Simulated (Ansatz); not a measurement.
**WC: a tetragonal deformation path**

Program: Ansatz 0.2.0. Level of theory: DFT PBEsol, scalar-relativistic, plane waves, PAW. These are calculated values, not measurements.

### 1 The starting structure

It takes space group Fm-3m (No. 225, cubic). Conventional cell: a = 4.385 Å, b = 4.385 Å, c = 4.385 Å, α = 90.00°, β = 90.00°, γ = 90.00°. Around W (site symmetry m-3m) lie 6 C at 2.19 Å. C (site symmetry m-3m) has 6 W at 2.19 Å as nearest neighbours.

As a file:

```xyz
2
Lattice="0.0000 2.1927 2.1927 2.1927 0.0000 2.1927 2.1927 2.1927 0.0000" Properties=species:S:1:pos:R:3 pbc="T T T"
W     0.0000    0.0000    0.0000
C     2.1927    2.1927    2.1927
```

It goes back to a database entry, which need not be the stable form.

No relaxation comes first: the listed cell is the starting point.

### 2 Zero of the scan

The input, input.yaml:

```yaml
crystal:
  lattice:
    - [0.0, 2.192684, 2.192684]
    - [2.192684, 0.0, 2.192684]
    - [2.192684, 2.192684, 0.0]
  atoms:
    - { symbol: W, position: [0.0, 0.0, 0.0] }
    - { symbol: C, position: [0.5, 0.5, 0.5] }
basis:
  ecutwfc: 420
kpoints:
  mp_grid: { grid: [20, 20, 20] }
hamiltonian:
  xc: pbesol
scf:
  occupations: { method: gaussian, width: 0.15 }
output:
  forces: true
  stress: true
  eigenvalues: true
```

The run is started by

```sh
$ ansatz run input.yaml --threads 1 --pin off --max-ram 1228MiB --backend cpu --events-out ev --progress --plain --runs-dir out
```

**Question.** How long does this run take on 1 thread of an x86-64 CPU, shared host, and how much memory does it need?

About 2.8 s, with a peak of 0.39 GiB.
